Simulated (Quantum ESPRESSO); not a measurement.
SbSe2: zone-centre phonons under several settings

```
Sb Se
1.0
     0.00000    3.45640    3.45640
     3.45640    0.00000    3.45640
     3.45640    3.45640    0.00000
Sb Se
1 2
Direct
  0.00000 0.00000 0.00000
  0.25000 0.25000 0.25000
  0.75000 0.75000 0.75000
```

The cell was built by a generator and needn't be a form met in nature.

All runs used Quantum ESPRESSO 7.5; k mesh 2 × 2 × 2, shifted; relaxed cell; no spin polarisation; cutoff 1170 eV; occupations fermi-dirac, width 0.05 eV.

| level | potentials | volume (Å³/atom) | lowest optical mode without the field (cm⁻¹) | highest optical mode without the field (cm⁻¹) |
| --- | --- | --- | --- | --- |
| LDA | PseudoDojo 0.4.1 SR LDA standard | 25.42 | 52 | 110 |
| PBE | PseudoDojo 0.4.1 SR PBE standard | 27.41 | 25i | 96 |
| PBEsol | PseudoDojo 0.4.1 SR PBEsol standard | 25.98 | 47 | 107 |
| AM05 | PseudoDojo 0.4.1 SR PBE standard | 26.06 | 36 | 104 |
| WC | PseudoDojo 0.4.1 SR PBE standard | 26.08 | 45 | 107 |
| vdW-DF-cx | PseudoDojo 0.4.1 SR PBE standard | ? | ? | ? |

Task: What stands in the row left open?

Result: Volume 26.28 Å³/atom; lowest optical mode without the field 37 cm⁻¹; highest optical mode without the field 107 cm⁻¹.

Values marked i are imaginary: the cell is unstable against those modes at that level, or the meshes are too thin.

Caveats: all runs use coarse meshes; the mesh is thin for the phonons of a metal; the potentials were made for another functional, which shifts forces and pressure (some runs); some modes are imaginary (some runs).

For the row left open. Caveat: the k mesh is coarse (spacing up to 0.79 Å⁻¹), so the values aren't converged; the mesh is thin for the phonons of a metal; the potentials were made for another functional, which shifts forces and pressure.
